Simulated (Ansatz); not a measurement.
# interstitial P in Ge: molecular dynamics, part 3 of 3

The plan is to see whether the interstitial stays in its void or moves on. The start is relaxed first. Runs: 140 steps of 6 fs under a Langevin thermostat at 600 K; 190 steps of 2 fs under a Langevin thermostat at 840 K. The host cell (diamond) has 16 atoms; the extra atom is the last.

Ansatz 0.2.0; DFT PBE, plane waves, PAW, scalar-relativistic, no spin polarisation.

## 9. What the atoms did

The trajectory, every 8 steps (energies from step 0); msd is the mean square displacement from the start, the centre of mass held:

| time (fs) | T (K) | potential energy change (meV/atom) | msd P (Å²) | msd Ge (Å²) |
| --- | --- | --- | --- | --- |
| 0.0 | 791 | 0.0 | 0.000 | 0.000 |
| 16.0 | 518 | 33.2 | 0.023 | 0.005 |
| 32.0 | 552 | 38.3 | 0.055 | 0.013 |
| 48.0 | 671 | 7.1 | 0.041 | 0.022 |
| 64.0 | 665 | 2.1 | 0.029 | 0.034 |
| 80.0 | 663 | 13.4 | 0.044 | 0.044 |
| 96.0 | 784 | 20.3 | 0.103 | 0.053 |
| 112.0 | 779 | 23.7 | 0.136 | 0.065 |
| 128.0 | 651 | 23.1 | 0.149 | 0.076 |
| 144.0 | 682 | 17.1 | 0.138 | 0.085 |
| 160.0 | 784 | 14.4 | 0.114 | 0.089 |
| 176.0 | 878 | 15.0 | 0.070 | 0.094 |
| 192.0 | 815 | 17.5 | 0.032 | 0.101 |
| 208.0 | 823 | 24.1 | 0.044 | 0.110 |
| 224.0 | 655 | 32.1 | 0.108 | 0.115 |
| 240.0 | 652 | 32.8 | 0.218 | 0.117 |
| 256.0 | 938 | 20.8 | 0.339 | 0.120 |
| 272.0 | 809 | 18.4 | 0.380 | 0.129 |
| 288.0 | 691 | 33.6 | 0.374 | 0.147 |
| 304.0 | 708 | 52.9 | 0.407 | 0.162 |
| 320.0 | 663 | 41.7 | 0.466 | 0.172 |
| 336.0 | 648 | 28.7 | 0.440 | 0.179 |
| 352.0 | 700 | 26.2 | 0.382 | 0.191 |
| 368.0 | 554 | 59.8 | 0.358 | 0.202 |
| 380.0 | 683 | 60.9 | 0.326 | 0.206 |

time (fs), T (K) and a bar:
```
      0.0        791 ####################
     16.0        518 
     34.0        624 ########
     50.0        652 ##########
     66.0        700 #############
     82.0        661 ###########
    100.0        865 #########################
    116.0        728 ###############
    132.0        603 ######
    148.0        703 ##############
    166.0        795 ####################
    182.0        816 ######################
    198.0        873 ##########################
    214.0        764 ##################
    232.0        670 ###########
    248.0        821 ######################
    264.0        876 ##########################
    280.0        927 ##############################
    298.0        664 ###########
    314.0        649 ##########
    330.0        585 #####
    346.0        650 ##########
    364.0        585 #####
    380.0        683 ############
```

Pair distribution over the second half of the run:

| r (Å) | g Ge–Ge | g Ge–P |
| --- | --- | --- |
| 0.68 | 0.00 | 0.00 |
| 0.84 | 0.00 | 0.00 |
| 1.00 | 0.00 | 0.00 |
| 1.16 | 0.00 | 0.00 |
| 1.32 | 0.00 | 0.00 |
| 1.48 | 0.00 | 0.00 |
| 1.64 | 0.00 | 0.00 |
| 1.80 | 0.00 | 0.00 |
| 1.96 | 0.00 | 0.00 |
| 2.12 | 0.05 | 0.46 |
| 2.28 | 1.44 | 3.03 |
| 2.44 | 4.13 | 2.55 |
| 2.60 | 1.68 | 1.97 |
| 2.76 | 0.24 | 0.89 |
| 2.92 | 0.25 | 1.87 |
| 3.08 | 0.13 | 1.46 |

First peaks of g(r) that rise above 1 (not always the tallest), and, where a minimum follows, the mean number of second-named atoms round a first-named one up to the next minimum:

| pair | peak (Å) | height | minimum (Å) | neighbours |
| --- | --- | --- | --- | --- |
| Ge–Ge | 2.44 | 4.1 | - | - |
| Ge–P | 2.36 | 3.5 | - | - |

Maxima of the velocity power spectrum (cm⁻¹, relative height; resolution about 180 cm⁻¹): 220 (100).

## 10. Frames from the trajectory

Positions (Å) and forces (eV/Å):

```xyz
17
Lattice="0.000 5.660 5.660 5.660 0.000 5.660 5.660 5.660 0.000" Properties=species:S:1:pos:R:3:forces:R:3 pbc="T T T" time_fs=64.0 T=665 dE=0.0357
Ge    0.484    0.418   -0.088   -0.381   -0.540   -0.170
Ge    1.691    1.515    1.816   -0.508    0.570   -1.172
Ge    2.800    3.034    0.129   -0.017    0.049    1.245
Ge    4.501    4.567    1.192    0.172   -0.124   -0.119
Ge    3.053    0.070    3.082    1.450    0.180   -0.517
Ge    4.523    1.673    4.144    0.500    0.024    0.490
Ge    6.036    3.196    2.940   -0.055   -0.118   -0.306
Ge    7.319    4.771    4.649   -0.653   -1.022    0.468
Ge    0.057    2.998    2.804   -0.558   -0.274    0.774
Ge    1.536    4.238    4.240   -0.363    0.385    0.628
Ge    3.109    5.623    3.090    0.243    0.919   -0.553
Ge    4.303    7.401    4.559    0.404   -0.373   -1.582
Ge    2.785    2.639    5.552    0.339    0.336    0.605
Ge    4.040    4.172    7.168    0.435    0.202   -1.054
Ge    5.563    5.830    5.878   -0.391   -0.076    1.474
Ge    7.251    7.074    7.285   -0.100   -0.275    0.067
P     5.687    5.633    3.033   -0.517    0.137   -0.278
17
Lattice="0.000 5.660 5.660 5.660 0.000 5.660 5.660 5.660 0.000" Properties=species:S:1:pos:R:3:forces:R:3 pbc="T T T" time_fs=126.0 T=723 dE=0.4157
Ge    0.328    0.298   -0.077    0.996   -0.587    1.734
Ge    1.509    1.510    1.720    0.970    0.065    0.187
Ge    2.833    3.079    0.180   -0.412    0.037    0.114
Ge    4.658    4.351    1.192   -0.777    0.191   -0.044
Ge    3.351    0.064    2.973   -1.330    0.636    0.449
Ge    4.747    1.624    4.313   -1.748    1.277   -2.074
Ge    5.979    2.982    2.681    0.649    0.200    1.208
Ge    7.135    4.716    4.482    0.645   -0.902   -1.272
Ge    0.106    3.126    3.003    0.044   -0.387   -0.466
Ge    1.551    4.468    4.319    1.309   -0.947   -0.179
Ge    3.062    5.899    3.085   -0.475   -0.614   -0.779
Ge    4.369    7.358    4.438   -0.089    0.699    0.958
Ge    2.957    2.747    5.532   -0.817   -0.124    0.800
Ge    4.272    4.147    7.089   -0.379   -0.262   -0.060
Ge    5.576    5.804    5.975   -1.061   -0.294   -0.816
Ge    7.158    6.897    7.170    1.971    1.425    0.133
P     5.505    5.779    2.897    0.505   -0.411    0.107
17
Lattice="0.000 5.660 5.660 5.660 0.000 5.660 5.660 5.660 0.000" Properties=species:S:1:pos:R:3:forces:R:3 pbc="T T T" time_fs=190.0 T=786 dE=0.2869
Ge    0.333    0.214    0.051   -0.320    0.015   -0.926
Ge    1.632    1.501    1.653   -0.974    0.554   -0.298
Ge    2.850    2.996    0.195   -1.144    0.519    0.045
Ge    4.512    4.291    1.242    0.376    0.877    0.644
Ge    3.106    0.290    2.996    0.911   -1.435   -0.242
Ge    4.567    1.796    4.174    0.313   -1.496    1.296
Ge    5.965    2.929    2.716    0.261    0.064   -1.332
Ge    7.315    4.312    4.101    0.321    0.471    1.338
Ge    0.218    3.043    2.957   -0.292    0.353   -0.007
Ge    1.817    4.411    4.297   -1.615   -0.251    0.522
Ge    3.146    5.785    2.982    1.427    0.358   -0.344
Ge    4.382    7.486    4.564    1.009   -1.329   -0.681
Ge    2.884    2.720    5.618    0.642    0.913   -0.647
Ge    4.148    4.117    7.113    0.414    0.520    1.233
Ge    5.640    5.678    6.052    0.325    0.356   -1.274
Ge    7.428    7.028    7.116   -1.292   -0.793    0.523
P     5.679    5.745    3.172   -0.362    0.306    0.150
17
Lattice="0.000 5.660 5.660 5.660 0.000 5.660 5.660 5.660 0.000" Properties=species:S:1:pos:R:3:forces:R:3 pbc="T T T" time_fs=254.0 T=875 dE=0.3714
Ge    0.423    0.237   -0.063    0.316   -0.257    1.080
Ge    1.446    1.655    1.727    0.838   -1.051   -0.771
Ge    2.817    3.005    0.091    0.503    0.172    1.470
Ge    4.699    4.402    1.307   -0.390   -1.026   -0.572
Ge    3.040    0.207    3.028    0.297    0.778   -0.051
Ge    4.596    1.587    4.426   -0.468    0.496   -1.402
Ge    6.042    2.774    2.683   -1.204    0.238    0.202
Ge    7.336    4.202    4.114    0.251    0.020    0.198
Ge    0.057    3.179    2.864   -0.143   -0.017    0.452
Ge    1.603    4.355    4.183    1.508    0.459    0.394
Ge    3.389    5.656    2.888   -1.079   -0.139    0.591
Ge    4.577    7.510    4.577   -0.888    1.214    0.124
Ge    2.829    2.716    5.644   -0.183    0.378    0.664
Ge    4.057    4.214    7.301   -0.507    0.344   -1.616
Ge    5.566    5.715    5.917    0.187   -0.676    1.479
Ge    7.334    6.791    7.266    0.349   -0.064   -1.165
P     5.636    5.734    3.663    0.614   -0.867   -1.077
17
Lattice="0.000 5.660 5.660 5.660 0.000 5.660 5.660 5.660 0.000" Properties=species:S:1:pos:R:3:forces:R:3 pbc="T T T" time_fs=316.0 T=623 dE=0.7510
Ge    0.585    0.352    0.139   -1.177   -1.182   -1.222
Ge    1.476    1.669    1.833   -0.443    0.498    1.565
Ge    2.748    3.050    0.398    0.031    0.600   -0.680
Ge    4.783    4.152    1.071   -0.025    0.960   -0.268
Ge    3.024    0.236    3.099    0.221   -0.117   -0.039
Ge    4.642    1.629    4.320   -0.075   -0.475    0.467
Ge    5.912    2.715    2.583    1.037   -0.224    0.407
Ge    7.291    4.228    4.179    0.039   -0.615    0.327
Ge   -0.067    3.402    2.945    0.756   -0.241   -0.179
Ge    1.794    4.432    4.290   -1.355   -0.677    0.722
Ge    3.241    5.741    3.076   -0.537    0.799   -0.929
Ge    4.512    7.692    4.618    0.040   -0.954    0.556
Ge    2.871    2.688    5.723    0.192    0.393   -1.886
Ge    3.887    4.297    7.061   -0.040    0.175    1.641
Ge    5.506    5.659    6.177    0.508    0.805   -2.259
Ge    7.467    6.737    7.013   -0.387   -0.395    0.956
P     5.327    5.434    3.570    1.217    0.651    0.824
17
Lattice="0.000 5.660 5.660 5.660 0.000 5.660 5.660 5.660 0.000" Properties=species:S:1:pos:R:3:forces:R:3 pbc="T T T" time_fs=380.0 T=683 dE=1.0358
Ge    0.450    0.430    0.091   -0.101    0.876    1.102
Ge    1.488    1.696    2.144   -0.898    0.209   -1.620
Ge    2.640    3.099    0.330    0.478   -0.773    0.902
Ge    4.737    4.240    0.868    0.185   -0.589    1.269
Ge    3.005    0.200    3.129    0.406   -0.271    0.507
Ge    4.608    1.564    4.220    0.618    0.811   -0.357
Ge    6.097    2.665    2.521   -0.202    0.376   -0.302
Ge    7.314    4.170    4.191   -0.725   -0.180   -0.803
Ge   -0.001    3.454    2.869   -0.544   -0.536    0.382
Ge    1.435    4.371    4.484    0.673    0.587   -0.536
Ge    3.136    5.613    3.140    0.353    0.140   -0.232
Ge    4.639    7.585    4.774   -1.363    2.715   -0.327
Ge    2.846    2.749    5.427    0.531   -0.458    1.371
Ge    3.842    4.337    7.218    0.560   -0.593   -1.562
Ge    5.490    5.678    5.763    0.534   -1.508    2.952
Ge    7.540    6.592    6.909   -0.253    0.262   -0.384
P     5.434    5.762    3.569   -0.254   -1.066   -2.361
```

Reading of run 2. Against a set 840 K the second half averages 719 K with a spread of 112 K (in equilibrium 17 atoms would scatter by about 166 K, over a far longer run); 34 meV/atom has gone into potential energy, and a thermostat that acts over some 100 fs has not made it up in 380 fs. The farthest move is 0.75 Å against a mean nearest distance of 2.4 Å: a large displacement, and the run is too short to tell whether atoms leave their places. The interstitial P17 strays up to 0.70 Å from where this run began and ends 0.59 Å from it (the host's drift taken out), so it has kept its site.

## 11. What came out

The summary covers parts 1 to 3.

```
                                    quantity                                    value
                     relaxation of the start                  2 moves, 0.124 eV lower
                               run 1: length                        140 steps of 6 fs
     run 1: temperature, first and last step                            565 and 594 K
             run 1: temperature, second half            mean 578 K, from 316 to 838 K
        run 1: potential energy, second half  +72 meV/atom from this run's first step
run 1: mean square displacement, second half                     P 0.116, Ge 0.098 Å²
                               run 2: length                        190 steps of 2 fs
     run 2: temperature, first and last step                            791 and 683 K
             run 2: temperature, second half            mean 719 K, from 540 to 938 K
        run 2: potential energy, second half  +34 meV/atom from this run's first step
run 2: mean square displacement, second half                     P 0.304, Ge 0.148 Å²
```

In words: Mean temperatures of the second halves: 578 K, 719 K. In the last run: the interstitial P17 strays up to 0.70 Å from where this run began and ends 0.59 Å from it (the host's drift taken out), so it has kept its site. A run of 380 fs with 17 atoms shows the motion but fixes no equilibrium value. The cell holds an odd number of electrons and spin is off, so an unpaired electron is smeared over both spins. Accuracy level and mesh were kept low to afford the steps.
